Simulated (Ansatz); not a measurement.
# CH₈SSi₃: a ladder of functionals and wavefunction methods, part 2 of 2

Ansatz 0.2.0, Gaussian basis; functionals in def2-TZVPP, the program's frozen cores in correlated methods. The steps go on from the part before.

**6. ωB97X-V (range-separated)**

in.yaml

```yaml
crystal:
  periodic: [false, false, false]
  atoms:
    - {symbol: Si, position_ang: [-2.386836, -0.189329, 0.034946]}
    - {symbol: Si, position_ang: [-0.222947, 0.102602, 0.871150]}
    - {symbol: C, position_ang: [1.127664, -0.847190, -0.044321]}
    - {symbol: Si, position_ang: [1.938917, 0.748041, -0.620063]}
    - {symbol: S, position_ang: [0.542506, 2.059199, 0.358766]}
    - {symbol: H, position_ang: [-3.292278, 0.860184, 0.574015]}
    - {symbol: H, position_ang: [-2.927122, -1.527941, 0.402869]}
    - {symbol: H, position_ang: [-2.347031, -0.081525, -1.448687]}
    - {symbol: H, position_ang: [-0.193556, -0.116798, 2.344575]}
    - {symbol: H, position_ang: [1.756936, -1.444756, 0.616741]}
    - {symbol: H, position_ang: [0.763383, -1.476885, -0.856944]}
    - {symbol: H, position_ang: [1.934765, 0.934046, -2.094573]}
    - {symbol: H, position_ang: [3.326000, 0.945750, -0.123774]}
basis:
  gaussian: {orbitals: def2-TZVPP}
hamiltonian: {xc: {name: wB97X-V}}
output: {orbitals: {seedname: orbitals}}
```

On the command line:

```bash
$ ansatz run in.yaml --threads 4 --pin off --events-out ev --progress --plain --max-ram 10444MiB
```

Standard output:

```text
Functional definition: wB97X-V
  name "wB97X-V"
  cite "Mardirossian & Head-Gordon, Phys. Chem. Chem. Phys. 16, 9904 (2014) doi:10.1039/C3CP54374A"
  cite "Becke, J. Chem. Phys. 107, 8554 (1997) doi:10.1063/1.475007"
  cite "Vydrov & Van Voorhis, J. Chem. Phys. 133, 244103 (2010) doi:10.1063/1.3521275"
  parameter omega = 0.3/bohr
  parameter cx = 0.167
  parameter cx1 = 0.603
  parameter cx2 = 1.194
  parameter css0 = 0.556
  parameter css1 = -0.257
  parameter cos0 = 1.219
  parameter cos1 = -1.850
  parameter b = 6.0
  parameter c = 0.01
  exchange = spin_sum(e_x_unif_sr(omega)*poly(b97_u_x, 1 - cx, cx1, cx2)) + cx*exact_x_sr(omega) + exact_x_lr(omega)
  correlation = spin_sum(e_c_pw_same_spin*poly(b97_u_same, css0, css1))
      + integral(e_c_pw_opposite_spin*poly(b97_u_opposite, cos0, cos1)) + vv10(b, c)
1816 factors; their error is unknown
406 factors; integrals over basis functions are off by at most 1.1e-5 eV
mean field evaluation 1: about -35629.9237 eV, gradient 3.7e1 eV
mean field evaluation 2: about -35631.4012 eV, gradient 2.8e1 eV
mean field evaluation 4: about -35633.2283 eV, gradient 1.5e0 eV
mean field evaluation 8: about -35633.2464 eV, gradient 5.3e-2 eV
mean field evaluation 16: about -35633.2638 eV, gradient 4.5e-5 eV
mean field -35633.26380539 eV, -1309.4982917543 hartree, gradient 4.5e-5 eV, S^2 0.000000; 0 other end points of the search recorded, 0 dependent functions left out
reference -35633.26380273 eV, -1309.4982916566 hartree; 36, 36 occupied and 275, 275 virtual orbitals, 1816 factors
Total energy: -35633.26380273 eV, -1309.4982916566 hartree
```

Run time: 15 s. Hardware: 4 threads of Arm Neoverse V1, shared host; peak memory 1.4 GiB.

Atomisation energy: 4324.5 kJ/mol (free atoms -35588.444 eV, run apart). HOMO -9.35 eV, LUMO 1.19 eV.

**7. ωB97M-V (range-separated)**

in.yaml: that of step 6 with these lines changed.

```diff
@@ -18,3 +18,3 @@
   gaussian: {orbitals: def2-TZVPP}
-hamiltonian: {xc: {name: wB97X-V}}
-output: {orbitals: {seedname: orbitals}}
+hamiltonian: {xc: {name: wB97M-V}}
+output: {forces: true, orbitals: {seedname: orbitals}}
```

The command is unchanged.

Standard output, cut to the lines that bear on the results:

```text
Functional definition: wB97M-V
  name "wB97M-V"
  cite "Mardirossian & Head-Gordon, J. Chem. Phys. 144, 214110 (2016) doi:10.1063/1.4952647"
  cite "Becke, J. Chem. Phys. 107, 8554 (1997) doi:10.1063/1.475007"
  cite "Vydrov & Van Voorhis, J. Chem. Phys. 133, 244103 (2010) doi:10.1063/1.3521275"
  # Of w^i u^j: cxij and so on, Table III.
[...]
  gx(w, u) = 1 - cx + cx01*u + cx10*w
  gss(w, u) = css00 + css04*u^4 + css10*w + css20*w^2 + css43*w^4*u^3
  gos(w, u) = cos00 + cos10*w + (cos20 + cos21*u)*w^2 + (cos60 + cos61*u)*w^6
[...]
      + integral(e_c_pw_mod_opposite_spin*gos(b97_w_opposite, b97_u_opposite)) + vv10(b, c)
1816 factors; their error is unknown
406 factors; integrals over basis functions are off by at most 1.1e-5 eV
[...]
Atom 3 at     1.938917     0.748041    -0.620063 Å, force     0.197314     0.029240    -0.136256 eV/Å
Atom 4 at     0.542506     2.059199     0.358766 Å, force    -0.004985     0.007017    -0.001969 eV/Å
Atom 5 at    -3.292278     0.860184     0.574015 Å, force     0.104826    -0.116288    -0.058285 eV/Å
Atom 6 at    -2.927122    -1.527941     0.402869 Å, force     0.065464     0.150559    -0.040130 eV/Å
Atom 7 at    -2.347031    -0.081525    -1.448687 Å, force    -0.000669    -0.011363     0.159266 eV/Å
Atom 8 at    -0.193556    -0.116798     2.344575 Å, force    -0.000842     0.019872    -0.161980 eV/Å
Atom 9 at     1.756936    -1.444756     0.616741 Å, force    -0.043017     0.041314    -0.051887 eV/Å
Atom 10 at     0.763383    -1.476885    -0.856944 Å, force     0.026260     0.040908     0.055788 eV/Å
Atom 11 at     1.934765     0.934046    -2.094573 Å, force     0.000542    -0.026231     0.175841 eV/Å
Atom 12 at     3.326000     0.945750    -0.123774 Å, force    -0.167542    -0.028544    -0.059636 eV/Å
Dipole moment:     0.081873    -0.385660    -0.041670 e Å
```

It took 22 s on 4 threads of Arm Neoverse V1, shared host; peak memory 1.6 GiB.

Atomisation energy: 4294.7 kJ/mol (free atoms -35591.064 eV, run apart). HOMO -9.17 eV, LUMO 0.90 eV.

**8. B2PLYP (double hybrid)**

in.yaml: that of step 7 with these lines changed.

```diff
@@ -18,3 +18,2 @@
   gaussian: {orbitals: def2-TZVPP}
-hamiltonian: {xc: {name: wB97M-V}}
-output: {forces: true, orbitals: {seedname: orbitals}}
+hamiltonian: {xc: {name: B2PLYP}}
```

The command is unchanged.

Standard output, cut to the lines that bear on the results:

```text
Functional definition: B2PLYP
  name "B2PLYP"
  cite "Grimme, J. Chem. Phys. 124, 034108 (2006) doi:10.1063/1.2148954"
  cite "Becke, Phys. Rev. A 38, 3098 (1988) doi:10.1103/PhysRevA.38.3098"
  cite "Lee, Yang & Parr, Phys. Rev. B 37, 785 (1988) doi:10.1103/PhysRevB.37.785"
[...]
1763 factors; integrals over basis functions are off by at most 9.9e-4 eV
[...]
mean field -35617.77928130 eV, -1308.9292459897 hartree, gradient 7.1e-6 eV, S^2 0.000000; 0 other end points of the search recorded, 0 dependent functions left out
21 core orbitals not correlated: weight in the atoms' cores, before any rotation towards them, 1.000 or more for the frozen orbitals, at most 0.000 for the correlated occupied ones
reference -35617.77948836 eV, -1308.9292535993 hartree; 15, 15 occupied and 275, 275 virtual orbitals, 1763 factors
second order -23.97227440 eV of doubles, -0.00000000 eV of singles
Total energy: -35624.25200245 eV, -1309.1671141048 hartree
```

Run time: 9.5 s. Hardware: 4 threads of Arm Neoverse V1, shared host; peak memory 1 GiB.

With the free atoms at this level, -35580.692 eV in sum, the atomisation energy is 4202.9 kJ/mol.

**9. Orbital energies across the functionals**

Dipoles come from the runs that computed forces. Levels are read from the orbital files that the runs wrote:

| functional | HOMO (eV) | LUMO (eV) | gap (eV) | dipole (D) |
| --- | --- | --- | --- | --- |
| PBE-D4 | -6.01 | -1.63 | 4.37 | 1.84 |
| r2SCAN-D4 | -6.26 | -1.36 | 4.90 | 1.93 |
| PBE0-D4 | -7.12 | -0.81 | 6.31 |  |
| B3LYP-D4 | -6.89 | -0.96 | 5.93 | 1.90 |
| ωB97X-V | -9.35 | 1.19 | 10.55 |  |
| ωB97M-V | -9.17 | 0.90 | 10.08 | 1.90 |

**10. CCSD(T) in def2-TZVPP**

in.yaml: that of step 8 with these lines changed.

```diff
@@ -18,2 +18,2 @@
   gaussian: {orbitals: def2-TZVPP}
-hamiltonian: {xc: {name: B2PLYP}}
+correlation: {method: ccsd_t}
```

The command is unchanged.

Standard output, cut to the lines that bear on the results:

```text
Functional definition: HF
  name "HF"
  cite "Fock, Z. Phys. 61, 126 (1930) doi:10.1007/BF01340294"
  parent pbe
[...]
1763 factors; integrals over basis functions are off by at most 9.9e-4 eV
[...]
mean field -35564.57225604 eV, -1306.9739238767 hartree, gradient 5.7e-6 eV, S^2 0.000000; 0 other end points of the search recorded, 0 dependent functions left out
21 core orbitals not correlated: weight in the atoms' cores, before any rotation towards them, 1.000 or more for the frozen orbitals, at most 0.000 for the correlated occupied ones
reference -35564.57225604 eV, -1306.9739238767 hartree; 15, 15 occupied and 275, 275 virtual orbitals, 1763 factors
second order -19.42379644 eV of doubles, -0.00000000 eV of singles
cycle   1  -20.71684106 eV  change    -1.3e0 eV  update   1.1e-1
[...]
cycle   9  -21.42117186 eV  change   -1.4e-5 eV  update   1.8e-5
perturbative correction -0.94521841 eV, -0.0347361360 hartree
Total energy: -35586.93864631 eV, -1307.7958735586 hartree
```

Run time: 15 min. Hardware: 4 threads of Arm Neoverse V1, shared host; peak memory 3.8 GiB.

**11. MP2 in def2-QZVPP**

in.yaml: that of step 10 with these lines changed.

```diff
@@ -17,3 +17,3 @@
 basis:
-  gaussian: {orbitals: def2-TZVPP}
-correlation: {method: ccsd_t}
+  gaussian: {orbitals: "def2-QZVPP.json"}
+correlation: {method: mp2}
```

Launched as before.

Standard output:

```text
Functional definition: HF
  name "HF"
  cite "Fock, Z. Phys. 61, 126 (1930) doi:10.1007/BF01340294"
  parent pbe
  exchange = exact_x
  correlation = 0
3368 factors; integrals over basis functions are off by at most 1.1e-3 eV
mean field evaluation 1: about -35561.9568 eV, gradient 3.2e1 eV
mean field evaluation 2: about -35562.1524 eV, gradient 3.2e1 eV
mean field evaluation 4: about -35565.5754 eV, gradient 3.9e0 eV
mean field evaluation 8: about -35565.6476 eV, gradient 2.6e-1 eV
mean field -35565.64799262 eV, -1307.0134564667 hartree, gradient 1.8e-6 eV, S^2 0.000000; 0 other end points of the search recorded, 0 dependent functions left out
21 core orbitals not correlated: weight in the atoms' cores, before any rotation towards them, 1.000 or more for the frozen orbitals, at most 0.000 for the correlated occupied ones
reference -35565.64799262 eV, -1307.0134564667 hartree; 15, 15 occupied and 541, 541 virtual orbitals, 3368 factors
second order -20.90902786 eV of doubles, -0.00000000 eV of singles
Total energy: -35586.55702048 eV, -1307.7818490678 hartree
```

Run time: 41 s. Hardware: 4 threads of Arm Neoverse V1, shared host; peak memory 4.6 GiB.

Energy pieces by basis (eV):

| basis | HF | MP2 correlation | CCSD correlation | (T) | total |
| --- | --- | --- | --- | --- | --- |
| def2-TZVPP | -35564.5723 | -19.4238 | -21.4212 | -0.9452 | -35586.9386 |
| def2-QZVPP | -35565.6480 | -20.9090 |  |  | -35586.5570 (MP2) |

The report of the def2-TZVPP run gives T1 = 0.0123.

**12. Extrapolating to the complete basis**

This step is arithmetic on the last runs, with X = 3 and 4: exp(−7.88√X) for Hartree-Fock, X^−2.97 for correlation; only MP2 was run in the larger set, so CCSD(T) minus MP2 is added from the smaller one.

| level | energy at the limit (eV) |
| --- | --- |
| HF | -35565.7962 |
| MP2 | -35587.8054 |
| CCSD | -35589.8027 |
| CCSD(T) | -35590.7480 |

**13. Atomisation energies**

Atomisation energy = energies of 3 Si, 1 C, 1 S, 8 H (separate runs, same level) minus the molecule's; electronic only, no spin-orbit term.

Differences are taken before rounding.

| method | rung | atomisation energy (kJ/mol) | from CCSD(T)/CBS (kJ/mol) | time |
| --- | --- | --- | --- | --- |
| PBE-D4 | GGA | 4280.7 | -4.9 | 4.2 s |
| r2SCAN-D4 | meta-GGA | 4295.2 | +9.5 | 8.5 s |
| PBE0-D4 | hybrid | 4268.3 | -17.4 | 6.5 s |
| B3LYP-D4 | hybrid | 4262.3 | -23.4 | 10 s |
| ωB97X-V | range-separated | 4324.5 | +38.8 | 15 s |
| ωB97M-V | range-separated | 4294.7 | +9.0 | 22 s |
| B2PLYP | double hybrid | 4202.9 | -82.8 | 9.5 s |
| HF/def2-TZVPP | wavefunction | 3225.3 | -1060.4 |  |
| MP2/def2-TZVPP | wavefunction | 4178.5 | -107.2 |  |
| CCSD/def2-TZVPP | wavefunction | 4111.6 | -174.1 |  |
| CCSD(T)/def2-TZVPP | wavefunction | 4165.4 | -120.3 | 15 min |
| MP2/CBS | wavefunction | 4298.7 | +13.1 |  |
| CCSD(T)/CBS | wavefunction | 4285.7 | 0 | 16 min |

Among the levels timed on like hardware and quicker than the yardstick, those that no quicker one beats, quickest first: PBE-D4 (4.2 s, -4.9 kJ/mol).

B2PLYP carry no dispersion term (for B3LYP, D4 adds 65.5 kJ/mol).

Times are those of the molecule's run; HF, MP2 and CCSD come out of the CCSD(T) runs, and the limit's time is the sum of the runs that it needs.

**14. What came out**

What follows sums up all 2 parts.

| quantity | value |
| --- | --- |
| atomisation energy, CCSD(T)/CBS | 4285.7 kJ/mol |
| functionals within 21.4 kJ/mol (0.5 %) | PBE-D4, r2SCAN-D4, PBE0-D4, ωB97M-V |
| farthest | B2PLYP (-82.8 kJ/mol) |
| mean size of error, hybrid | 20.4 kJ/mol |
| mean size of error, range-separated | 23.9 kJ/mol |
| gap, smallest and largest | 4.37 eV (PBE-D4), 10.55 eV (ωB97X-V) |
| T1 diagnostic | 0.0123 |
| triples share of the correlation energy | 4.2 % |

**Reading.** PBE-D4 misses by -4.9 kJ/mol. Double hybrids carry the basis error of their MP2 part in triple zeta, and no dispersion term here, so their miss is partly the set-up's. Misses under about 21.4 kJ/mol are within the doubt on the reference itself, which lacks core-valence correlation, relativity and higher excitations. Hartree-Fock recovers 75 % of the binding; the rest is correlation. The gap grows from 4.4 to 10.5 eV across the functionals, mostly with the share of exact exchange.

PBE-D4 reaches 4.9 kJ/mol from the reference in 4.2 s, where CCSD(T)/CBS took 16 min.
